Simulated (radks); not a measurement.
# Fractional charge and spin in the 5s shell of xenon

The task here is to estimate one member of a computed series from the others.

Program: radks (a radial shooting solver on a logarithmic mesh, Libxc functionals) version 1. Level of theory: scalar-relativistic Kohn-Sham, LDA (Slater exchange, Perdew-Wang correlation), spin-polarised, spherical densities, finite nucleus. These are calculated values, not measurements, unless marked.

## Starting point

| Quantity | Value |
| --- | --- |
| element | xenon (Z = 54) |
| configuration | [Kr] 4d10 5p6 5s(up 1, down 1) |
| nuclear rms radius | 4.7859 fm |

A shell typed twice in an input gives spin up, then spin down.

Set-up of the first run:

Input:

```text
Z 54
configuration [Kr] 4d10 5p6 5s1 5s1
relativity scalar-relativistic
functional lda,pw
spin polarised
nucleus finite rms 4.7859 fm
c 137.035999084
```

Steps of the session up to this table: 5s: up 1, down 1.

One table of the session follows, with a row left open; its other results are not shown here.

It belongs to the step «5s: up 1, down 1». Sizes of the orbitals, from the radial functions (bohr):

| level | <r> | outermost maximum (interpolated) | 90 % within | nodes |
| --- | --- | --- | --- | --- |
| 3s | 0.3069 | 0.279 | 0.451 | 2 |
| 3p | 0.3047 | 0.273 | 0.457 | 1 |
| 3d | 0.2811 | 0.226 | 0.441 | 0 |
| 4s | 0.7170 | 0.661 | 1.03 | 3 |
| 4p | 0.7653 | 0.693 | 1.12 | 2 |
| 4d | ? | ? | ? | ? |
| 5s | 1.855 | 1.62 | 2.71 | 4 |
| 5p | 2.310 | 1.90 | 3.48 | 3 |

Q: Estimate the row for 4d from the others.

As computed: <r>: 0.8778; outermost maximum (interpolated): 0.748; 90 % within: 1.33; nodes: 1. In the column «<r>» it lies between 4p (0.7653) and 5s (1.855).
